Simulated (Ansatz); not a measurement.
**CH6AlFSi (SMILES C[SiH2][AlH][F]): SVWN5/6-31G(d) (spherical functions)**

What is the vertical ionisation energy of CH6AlFSi at SVWN5/6-31G* (spherical functions)? 

The results are computed with Ansatz 0.2.0.

128 further runs of the same task are left out: 128 set aside as unsound or not needed.

## Step 1: The structure to begin with

CH6AlFSi has 10 atoms, charge 0, and is taken as a singlet. As SMILES, `C[SiH2][AlH][F]`. Geometry: relaxed at PBE0-D4/def2-TZVP. This is one conformer, not always the lowest.

Bond lengths: C1–Si2 1.882 Å, Si2–Al3 2.453 Å, Al3–F4 1.655 Å, C1–H5 1.092 Å, C1–H6 1.092 Å, C1–H7 1.092 Å, Si2–H8 1.493 Å, Si2–H9 1.493 Å, Al3–H10 1.586 Å. Some angles: C1–Si2–Al3 113.1°, Si2–Al3–F4 117.3°, C1–Si2–H8 109.7°, C1–Si2–H9 109.6°, Al3–Si2–H8 109.0°, Al3–Si2–H9 108.9°, Si2–C1–H5 110.6°, Si2–C1–H6 111.0°, Si2–C1–H7 111.0°, Si2–Al3–H10 127.4°.

## Step 2: The energy at SVWN5/6-31G(d) (spherical functions)

The input, molecule.yaml:

```yaml
basis:
  gaussian:
    orbitals: 6-31G_st_-spherical.json
crystal:
  periodic: [false, false, false]
  atoms:
    - {symbol: C, position_ang: [0.209300, 1.522100, -0.549700]}
    - {symbol: Si, position_ang: [-0.487300, 0.185700, 0.578100]}
    - {symbol: Al, position_ang: [0.320500, -2.061900, 0.018500]}
    - {symbol: F, position_ang: [-0.271300, -3.324400, 0.910100]}
    - {symbol: H, position_ang: [-0.171000, 2.504900, -0.262800]}
    - {symbol: H, position_ang: [-0.069900, 1.340800, -1.589900]}
    - {symbol: H, position_ang: [1.299800, 1.551100, -0.495300]}
    - {symbol: H, position_ang: [-1.978700, 0.198000, 0.509600]}
    - {symbol: H, position_ang: [-0.129200, 0.490400, 1.995500]}
    - {symbol: H, position_ang: [1.361100, -2.457900, -1.111000]}
output: {orbitals: {seedname: orbitals}}
hamiltonian:
  xc: {name: SVWN5}
accuracy: high
```

The basis set 6-31G* is read from a file made from the Basis Set Exchange's data (not shown).

The run is started by

```sh
$ ansatz run molecule.yaml --threads 1 --pin off --max-ram 3480MiB --events-out events.jsonl --progress --plain --runs-dir runs
```

What it wrote:

```text
Warning: RAYON_NUM_THREADS=1 ignored (pool sized by the plan → 1); use --threads N
Functional definition: SVWN5
  name "SVWN5"
  exchange = slater_x
  correlation = vwn5_c
1733 factors; integrals over basis functions are off by at most 7.2e-9 eV
mean field evaluation 1: about -18229.9506 eV, gradient 6.0e1 eV
mean field evaluation 2: about -18208.1149 eV, gradient 1.2e2 eV
mean field evaluation 4: about -18237.9589 eV, gradient 8.1e0 eV
mean field evaluation 8: about -18238.1001 eV, gradient 1.2e-1 eV
mean field evaluation 16: about -18238.1002 eV, gradient 5.4e-6 eV
mean field -18238.10017212 eV, -670.2378190971 hartree, gradient 1.1e-8 eV, S^2 0.000000; 0 other end points of the search recorded, 0 dependent functions left out
reference -18238.10017652 eV, -670.2378192588 hartree; 24, 24 occupied and 52, 52 virtual orbitals, 1733 factors
Total energy: -18238.10017652 eV, -670.2378192588 hartree
```

Run time: 4.5 s. Hardware: 1 thread of Arm Neoverse V1, shared host; peak memory 0.2 GiB.

## Step 3: The doublet cation, same level

The input, in.yaml:

```yaml
crystal:
  periodic: [false, false, false]
  atoms:
    - {symbol: C, position_ang: [0.209300, 1.522100, -0.549700]}
    - {symbol: Si, position_ang: [-0.487300, 0.185700, 0.578100]}
    - {symbol: Al, position_ang: [0.320500, -2.061900, 0.018500]}
    - {symbol: F, position_ang: [-0.271300, -3.324400, 0.910100]}
    - {symbol: H, position_ang: [-0.171000, 2.504900, -0.262800]}
    - {symbol: H, position_ang: [-0.069900, 1.340800, -1.589900]}
    - {symbol: H, position_ang: [1.299800, 1.551100, -0.495300]}
    - {symbol: H, position_ang: [-1.978700, 0.198000, 0.509600]}
    - {symbol: H, position_ang: [-0.129200, 0.490400, 1.995500]}
    - {symbol: H, position_ang: [1.361100, -2.457900, -1.111000]}
basis:
  gaussian:
    orbitals: 6-31G_st_-spherical.json
total_charge: 1
magnetization:
  spin_polarized: true
  initial_magnetization: 1
hamiltonian:
  xc: {name: SVWN5}
accuracy: high
output: {orbitals: {seedname: orbitals}}
```

The basis set 6-31G* is read from a file made from the Basis Set Exchange's data (not shown).

The run is started by

```sh
$ ansatz run in.yaml --threads 1 --pin off --max-ram 3480MiB --events-out events.jsonl --progress --plain --runs-dir runs
```

What it wrote:

```text
Warning: RAYON_NUM_THREADS=1 ignored (pool sized by the plan → 1); use --threads N
[... 4 set-up lines as earlier in the session ...]
1733 factors; integrals over basis functions are off by at most 7.2e-9 eV
mean field evaluation 1: about -18211.4278 eV, gradient 6.5e1 eV
mean field evaluation 2: about -18020.4321 eV, gradient 1.8e2 eV
mean field evaluation 4: about -18225.9333 eV, gradient 2.1e1 eV
mean field evaluation 8: about -18228.8215 eV, gradient 4.9e-1 eV
mean field evaluation 16: about -18228.8113 eV, gradient 1.8e-4 eV
mean field evaluation 32: about -18227.3539 eV, gradient 2.7e0 eV
mean field -18228.81133482 eV, -669.8964606224 hartree, gradient 8.9e-8 eV, S^2 0.752064; 2 other end points of the search recorded, 0 dependent functions left out
reference -18228.81133935 eV, -669.8964607890 hartree; 24, 23 occupied and 52, 53 virtual orbitals, 1733 factors
Total energy: -18228.81133935 eV, -669.8964607890 hartree
```

Wall time 6.6 s (1 thread of Arm Neoverse V1, shared host); peak memory 0.23 GiB.

## Step 4: Summary of results

Level: SVWN5/6-31G* (spherical functions).

| quantity | value |
| --- | --- |
| singlet CH6AlFSi: total energy | -670.23782 Eh |
| singlet CH6AlFSi: HOMO energy | -6.28 eV |
| singlet CH6AlFSi: LUMO energy | -2.31 eV |
| singlet CH6AlFSi: HOMO–LUMO gap | 3.97 eV |
| doublet cation: total energy | -669.89646 Eh |
| doublet cation: HOMO energy (highest over α and β) | -13.03 eV |
| doublet cation: LUMO energy (lowest over α and β) | -12.27 eV |
| doublet cation: ⟨S²⟩ | 0.752 |
| vertical ionisation energy (to the doublet cation) | 9.289 eV |

In words: Removing an electron at fixed nuclei costs 9.29 eV (896 kJ/mol). −ε(HOMO) before ionisation, 6.28 eV, is 3.01 eV below this ionisation energy.
